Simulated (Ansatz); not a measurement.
# BH4NO2: molecular dynamics

Purpose: to follow the molecule's vibrations and see whether its bonds hold. The start is relaxed first. Runs: 40 steps of 3 fs under a Langevin thermostat at 3000 K; 40 steps of 2 fs under a Nosé-Hoover thermostat at 1500 K. SMILES of the start: NB(O)O.

Program: Ansatz 0.2.0. Level of theory: RKS PBE-D4/6-31G. These are calculated values, not measurements.

## 1. The starting structure

Bond lengths: B1–O2 1.410 Å, O2–H3 1.010 Å, B1–O4 1.410 Å, O4–H5 1.010 Å, B1–N6 1.550 Å, N6–H7 1.060 Å, N6–H8 1.060 Å. Angles: B1–O2–H3 109.5°, O2–B1–O4 120.0°, O2–B1–N6 120.0°, O4–B1–N6 120.0°, B1–O4–H5 109.5°, B1–N6–H7 120.0°, B1–N6–H8 120.0°, H7–N6–H8 120.0°.

As a file:

```xyz
8

B     0.0000    0.0000    0.0000
O     0.0000    0.0000    1.4100
H    -0.9095   -0.2814    1.7471
O     1.2211    0.0000   -0.7050
H     1.5209   -0.9519   -0.8599
N    -1.3423    0.0000   -0.7750
H    -2.0112   -0.8164   -0.6764
H    -1.5914    0.8164   -1.4036
```

## 2. Relaxing the start

Contents of input.yaml:

```yaml
crystal:
  periodic: [false, false, false]
  atoms:
    - { symbol: B, position_ang: [0.0, 0.0, 0.0] }
    - { symbol: O, position_ang: [0.0, 0.0, 1.41] }
    - { symbol: H, position_ang: [-0.9095, -0.2814, 1.7471] }
    - { symbol: O, position_ang: [1.2211, 0.0, -0.705] }
    - { symbol: H, position_ang: [1.5209, -0.9519, -0.8599] }
    - { symbol: "N", position_ang: [-1.3423, 0.0, -0.775] }
    - { symbol: H, position_ang: [-2.0112, -0.8164, -0.6764] }
    - { symbol: H, position_ang: [-1.5914, 0.8164, -1.4036] }
basis:
  gaussian: { orbitals: "6-31G" }
hamiltonian:
  xc: pbe
  dispersion: d4
relax:
  f_tol: 0.02
  max_steps: 40
output:
  orbitals: {}
```

Run with:

```bash
$ ansatz run input.yaml --threads 1 --pin off --max-ram 2048MiB --backend cpu --events-out ev --progress --plain --runs-dir out
```

Standard output, shortened:

```text
Warning: RAYON_NUM_THREADS=1 ignored (pool sized by the plan → 1); use --threads N
[...]
Functional definition: PBE
[...]
593 factors; integrals over basis functions are off by at most 1.7e-4 eV
[...]
mean field -6318.63907104 eV, -232.2057029332 hartree, gradient 1.1e-5 eV, S^2 0.000000; 0 other end points of the search recorded, 0 dependent functions left out
[...]
reference -6318.63909350 eV, -232.2057037587 hartree; 16, 16 occupied and 28, 28 virtual orbitals, 593 factors
relax step   1: F+E_penalty+E_count = -6318.74016212 eV  Δ(F+E_penalty+E_count) = +0.000e0 eV  max|allowed force component| = 2.001e0 eV/Å  Δτ_max = 0.0000 Å  (25 SCF iters, accepted)
[...]
relax step   3: F+E_penalty+E_count = -6319.48469354 eV  Δ(F+E_penalty+E_count) = -3.168e-1 eV  max|allowed force component| = 1.286e0 eV/Å  Δτ_max = 0.1976 Å  (28 SCF iters, accepted)
[...]
relax step   5: F+E_penalty+E_count = -6319.79041017 eV  Δ(F+E_penalty+E_count) = -1.279e-1 eV  max|allowed force component| = 5.514e-1 eV/Å  Δτ_max = 0.2000 Å  (27 SCF iters, accepted)
[...]
relax step   7: F+E_penalty+E_count = -6320.04649517 eV  Δ(F+E_penalty+E_count) = -1.219e-1 eV  max|allowed force component| = 8.703e-1 eV/Å  Δτ_max = 0.1968 Å  (27 SCF iters, accepted)
[...]
relax step   9: F+E_penalty+E_count = -6320.14569439 eV  Δ(F+E_penalty+E_count) = -5.404e-3 eV  max|allowed force component| = 5.511e-2 eV/Å  Δτ_max = 0.0463 Å  (26 SCF iters, accepted)
[...]
relax step  10: F+E_penalty+E_count = -6320.14630768 eV  Δ(F+E_penalty+E_count) = -6.133e-4 eV  max|allowed force component| = 1.083e-2 eV/Å  Δτ_max = 0.0187 Å  (25 SCF iters, accepted)
593 factors; integrals over basis functions are off by at most 1.6e-4 eV
[...]
mean field -6320.04451442 eV, -232.2573520250 hartree, gradient 8.7e-6 eV, S^2 0.000000; 1 other end points of the search recorded, 0 dependent functions left out
[...]
reference -6320.04453701 eV, -232.2573528549 hartree; 16, 16 occupied and 28, 28 virtual orbitals, 593 factors
Total energy: -6320.14633027 eV, -232.2610936882 hartree
Atom 0 at    -0.139175    -0.179955    -0.134183 Å, force     0.004771    -0.010833     0.006623 eV/Å
Atom 1 at     0.042248    -0.419758     1.243097 Å, force    -0.000122     0.003138    -0.006756 eV/Å
Atom 2 at    -0.756609    -0.445600     1.809935 Å, force    -0.001323     0.002291     0.001518 eV/Å
Atom 3 at     1.012977    -0.161039    -0.929311 Å, force    -0.004901     0.001096    -0.001837 eV/Å
Atom 4 at     1.839716    -0.325653    -0.426502 Å, force    -0.000237     0.000158     0.001893 eV/Å
Atom 5 at    -1.392592     0.038827    -0.765581 Å, force     0.006448     0.007619    -0.002416 eV/Å
Atom 6 at    -2.288888     0.060521    -0.292749 Å, force    -0.003836    -0.005641     0.002522 eV/Å
Atom 7 at    -1.430077     0.199357    -1.767507 Å, force    -0.000801     0.002171    -0.001547 eV/Å
Dipole moment:    -0.453246     0.008426     0.198101 e Å
```

It took 17 s on 1 thread of Arm Neoverse V2, shared host; peak memory 0.12 GiB.

The steps of the relaxation:

```
step  energy from step 1 (eV)  largest force component (eV/Å)
   1                   0.0000                          2.0011
   2                  -0.4277                          2.1758
   3                  -0.7445                          1.2856
   4                  -0.9224                          0.7226
   5                  -1.0502                          0.5514
   6                  -1.1844                          0.7726
   7                  -1.3063                          0.8703
   8                  -1.4001                          0.2185
   9                  -1.4055                          0.0551
  10                  -1.4061                          0.0108
```

Step 1 is the start.

After: Bond lengths: B1–O2 1.410 Å, O2–H3 0.980 Å, B1–O4 1.400 Å, O4–H5 0.982 Å, B1–N6 1.420 Å, N6–H7 1.014 Å, N6–H8 1.015 Å. Angles: B1–O2–H3 117.7°, O2–B1–O4 116.8°, O2–B1–N6 125.0°, O4–B1–N6 118.1°, B1–O4–H5 113.6°, B1–N6–H7 125.2°, B1–N6–H8 119.7°, H7–N6–H8 115.1°.

## 3. Run 1

40 steps of 3 fs under a Langevin thermostat at 3000 K, from the relaxed start.

Contents of input.yaml:

```yaml
crystal:
  periodic: [false, false, false]
  atoms:
    - { symbol: B, position_ang: [-0.139175, -0.179955, -0.134183] }
    - { symbol: O, position_ang: [0.042248, -0.419758, 1.243097] }
    - { symbol: H, position_ang: [-0.756609, -0.4456, 1.809935] }
    - { symbol: O, position_ang: [1.012977, -0.161039, -0.929311] }
    - { symbol: H, position_ang: [1.839716, -0.325653, -0.426502] }
    - { symbol: "N", position_ang: [-1.392592, 0.038827, -0.765581] }
    - { symbol: H, position_ang: [-2.288888, 0.060521, -0.292749] }
    - { symbol: H, position_ang: [-1.430077, 0.199357, -1.767507] }
basis:
  gaussian: { orbitals: "6-31G" }
hamiltonian:
  xc: pbe
  dispersion: d4
md:
  timestep: 3.0
  n_steps: 40
  ensemble: nvt_langevin
  temperature: 3000.0
  initial_velocities: maxwell_boltzmann
  seed: 539535
  friction: 0.01
```

Run with:

```bash
$ ansatz run input.yaml --threads 1 --pin off --max-ram 2048MiB --backend cpu --events-out ev --progress --plain --runs-dir out
```

Standard output, shortened:

```text
Warning: RAYON_NUM_THREADS=1 ignored (pool sized by the plan → 1); use --threads N
[...]
[... 1 set-up line as earlier in the session ...]
[...]
593 factors; integrals over basis functions are off by at most 1.6e-4 eV
[...]
mean field -6320.04451859 eV, -232.2573521781 hartree, gradient 6.7e-5 eV, S^2 0.000000; 0 other end points of the search recorded, 0 dependent functions left out
[...]
reference -6320.04454114 eV, -232.2573530069 hartree; 16, 16 occupied and 28, 28 virtual orbitals, 593 factors
md step     0: t =     0.00 fs  T =  2625.0 K  F+E_penalty+E_count = -6320.14631185 eV  E_kin = 2.714460 eV  (22 SCF iters)
[...]
md step    10: t =    30.00 fs  T = 162065.2 K  F+E_penalty+E_count = -6298.33662782 eV  E_kin = 167.588391 eV  (1190 SCF iters, 51 dispersion substeps)
[...]
md step    20: t =    60.00 fs  T = 91412.6 K  F+E_penalty+E_count = -6290.48324182 eV  E_kin = 94.527898 eV  (198 SCF iters, 51 dispersion substeps)
[...]
md step    40: t =   120.00 fs  T = 28226.1 K  F+E_penalty+E_count = -6293.24355841 eV  E_kin = 29.188074 eV  (1455 SCF iters, 45 dispersion substeps)
Total energy: -6293.24363740 eV, -231.2724379608 hartree
Atom 0 at     0.930730    -1.630466    -0.837353 Å, force   -10.149113     2.507616    -2.646334 eV/Å
Atom 1 at    -0.593709    -1.240241    -1.160133 Å, force     8.368138    -1.614837     5.460354 eV/Å
Atom 2 at   -11.695141   -13.797929     5.308582 Å, force     0.000028     0.000014    -0.000007 eV/Å
Atom 3 at    -1.594000    -1.050731    -1.837333 Å, force    -4.513484     0.729164    -3.927652 eV/Å
Atom 4 at    31.657647   -22.966949     2.511162 Å, force    -0.000010     0.000009    -0.000001 eV/Å
Atom 5 at     2.106203    -1.937803    -0.664338 Å, force     6.294439    -1.621963     1.113637 eV/Å
Atom 6 at   -32.559483    71.419809    50.657751 Å, force     0.000001    -0.000000    -0.000001 eV/Å
Atom 7 at    12.054888    36.521608   -54.331130 Å, force     0.000001    -0.000001     0.000002 eV/Å
Dipole moment:    -0.503640     1.259886     0.048411 e Å
```

Run time: 13 min. Hardware: 1 thread of Arm Neoverse V2, shared host; peak memory 0.084 GiB.

## 4. The trajectory

The trajectory, every 3 steps (energies from step 0):

| time (fs) | T (K) | potential energy change (meV/atom) |
| --- | --- | --- |
| 0.0 | 2625 | 0.0 |
| 9.0 | 2316 | 335.3 |
| 18.0 | 48096 | 2122.4 |
| 27.0 | 165784 | 2501.5 |
| 36.0 | 158465 | 3258.7 |
| 45.0 | 130902 | 3637.5 |
| 54.0 | 107067 | 3618.1 |
| 63.0 | 87645 | 3542.0 |
| 72.0 | 74288 | 3654.0 |
| 81.0 | 61345 | 3552.9 |
| 90.0 | 52288 | 3439.8 |
| 99.0 | 42643 | 3436.0 |
| 108.0 | 34494 | 3382.8 |
| 117.0 | 30277 | 3269.9 |
| 120.0 | 28226 | 3362.8 |

time (fs), T (K) and a bar:
```
      0.0       2625 
      6.0       1417 
      9.0       2316 
     15.0      52779 #########
     21.0      49502 #########
     27.0     165784 ##############################
     30.0     162065 #############################
     36.0     158465 #############################
     42.0     139635 #########################
     48.0     119350 ######################
     51.0     111538 ####################
     57.0     100289 ##################
     63.0      87645 ################
     69.0      76269 ##############
     72.0      74288 #############
     78.0      67813 ############
     84.0      58018 ##########
     90.0      52288 #########
     93.0      49148 #########
     99.0      42643 ########
    105.0      37929 #######
    111.0      33327 ######
    114.0      31615 ######
    120.0      28226 #####
```

Bonds that form or break, judged by distance (formed within 1.15 times the sum of covalent radii and held on average over 12 fs, broken when stretched by half; pairs already stretched at the start don't count as bonds):

```csv
time (fs),bond,event
12.0,N6–H7,breaks
15.0,O2–H3,breaks
15.0,N6–H8,breaks
33.0,O4–H5,breaks
63.0,B1–O4,breaks
114.0,O2–O4,forms
```

Reading of run 1. The temperature runs away to 169684 K: the integration has become unstable, and nothing after that is physical.

## 5. Run 2

40 steps of 2 fs under a Nosé-Hoover thermostat at 1500 K, from the relaxed start.

Changes to input.yaml since step 3:

```diff
@@ -17,8 +17,7 @@
 md:
-  timestep: 3.0
+  timestep: 2.0
   n_steps: 40
-  ensemble: nvt_langevin
-  temperature: 3000.0
+  ensemble: nvt_nose_hoover
+  temperature: 1500.0
   initial_velocities: maxwell_boltzmann
-  seed: 539535
-  friction: 0.01
+  seed: 131586
```

Run with:

```bash
$ ansatz run input.yaml --threads 1 --pin off --max-ram 2048MiB --backend cpu --events-out ev --progress --plain --runs-dir out
```

Standard output, shortened:

```text
Warning: RAYON_NUM_THREADS=1 ignored (pool sized by the plan → 1); use --threads N
[...]
[... 1 set-up line as earlier in the session ...]
[...]
593 factors; integrals over basis functions are off by at most 1.6e-4 eV
[...]
mean field -6320.04451859 eV, -232.2573521781 hartree, gradient 6.7e-5 eV, S^2 0.000000; 0 other end points of the search recorded, 0 dependent functions left out
[...]
reference -6320.04454114 eV, -232.2573530069 hartree; 16, 16 occupied and 28, 28 virtual orbitals, 593 factors
md step     0: t =     0.00 fs  T =  1500.0 K  F+E_penalty+E_count = -6320.14631185 eV  E_kin = 1.163340 eV  conserved = -6318.98297186 eV  (22 SCF iters)
[...]
md step    10: t =    20.00 fs  T =   583.3 K  F+E_penalty+E_count = -6315.07104614 eV  E_kin = 0.452378 eV  conserved = -6314.62093871 eV  (36 SCF iters, 15 dispersion substeps)
[...]
md step    40: t =    80.00 fs  T =  5932.8 K  F+E_penalty+E_count = -6313.28774189 eV  E_kin = 4.601230 eV  conserved = -6144.52300746 eV  (134 SCF iters, 43 dispersion substeps)
Total energy: -6313.28777828 eV, -232.0090465518 hartree
Atom 0 at    -0.659697    -0.139481    -0.599874 Å, force     2.517002     0.271635     1.017945 eV/Å
Atom 1 at     0.310785    -0.380577     0.434242 Å, force    -1.160845     0.005707    -0.404214 eV/Å
Atom 2 at     0.118434    -0.409080     1.393225 Å, force    -0.310135     0.053291     0.070733 eV/Å
Atom 3 at    -0.020702    -0.056140    -1.794497 Å, force    -1.089415     0.073737    -0.444498 eV/Å
Atom 4 at    30.274814    -3.745864    27.192941 Å, force    -0.000000    -0.000000    -0.000000 eV/Å
Atom 5 at    -2.123647     0.087201    -0.486011 Å, force     1.319429     0.426075    -0.033426 eV/Å
Atom 6 at    -2.503007     0.970870    -0.827051 Å, force    -0.113319     0.041443     0.027003 eV/Å
Atom 7 at    -2.640930    -0.720373    -0.756197 Å, force    -1.162716    -0.871887    -0.233544 eV/Å
Dipole moment:    -0.985192     0.052968     0.351072 e Å
```

Run time: 58 s. Hardware: 1 thread of Arm Neoverse V2, shared host; peak memory 0.085 GiB.

## 6. The trajectory

The trajectory, every 3 steps (energies from step 0):

```
time (fs)   T (K)  potential energy change (meV/atom)  conserved energy change (meV/atom)
      0.0    1500                                 0.0                                0.00
      6.0    1216                                39.9                               12.31
     12.0    1918                               505.4                              545.57
     18.0     262                               666.7                              546.41
     24.0    3806                               338.1                              560.90
     30.0  211336                               879.7                            21833.67
     36.0  118219                               994.1                            21813.36
     42.0   71268                              1060.2                            21810.28
     48.0   45783                              1029.6                            21811.91
     54.0   29628                               930.9                            21808.11
     60.0   19815                               857.8                            21806.99
     66.0   13532                               836.6                            21808.30
     72.0    9429                               835.9                            21806.52
     78.0    6678                               847.6                            21806.72
     80.0    5933                               857.3                            21807.50
```

time (fs), T (K) and a bar:
```
      0.0       1500 
      4.0        807 
      6.0       1216 
     10.0       4463 #
     14.0        749 
     18.0        262 
     20.0        583 
     24.0       3806 #
     28.0      46215 #######
     32.0     184216 ##############################
     34.0     148715 ########################
     38.0      97243 ################
     42.0      71268 ############
     46.0      53144 #########
     48.0      45783 #######
     52.0      34162 ######
     56.0      25790 ####
     60.0      19815 ###
     62.0      17401 ###
     66.0      13532 ##
     70.0      10576 ##
     74.0       8397 #
     76.0       7509 #
     80.0       5933 #
```

Bonds that form or break, judged by distance (formed within 1.15 times the sum of covalent radii and held on average over 12 fs, broken when stretched by half; pairs already stretched at the start don't count as bonds):

```csv
time (fs),bond,event
12.0,O4–H5,breaks
```

On run 2: The run blows up, reaching 211336 K, so it describes no real motion.

## 7. Outcome

| quantity | value |
| --- | --- |
| relaxation of the start | 9 moves, 1.406 eV lower |
| run 1: length | 40 steps of 3 fs |
| run 1: temperature, first and last step | 2625 and 28226 K |
| run 1: temperature, second half | mean 54857 K, from 28226 to 91413 K |
| run 1: potential energy, second half | +3472 meV/atom from this run's first step |
| run 1: bonds formed or broken | 6 |
| run 2: length | 40 steps of 2 fs |
| run 2: temperature, first and last step | 1500 and 5933 K |
| run 2: temperature, second half | mean 28222 K, from 5933 to 82600 K |
| run 2: potential energy, second half | +915 meV/atom from this run's first step |
| run 2: largest change of the conserved energy | 21833.67 meV/atom |
| run 2: bonds formed or broken | 1 |

**Reading.** Mean temperatures of the second halves: none that means anything (unstable run), none that means anything (unstable run). Bonds changed in run 1 (an artefact of the unstable or too long step), run 2 (an artefact of the unstable or too long step). 80 fs on 8 atoms is far too short and small for converged averages. The nuclei move classically, without zero-point motion, which matters most for hydrogen. The basis is very small, so the numbers are rough.
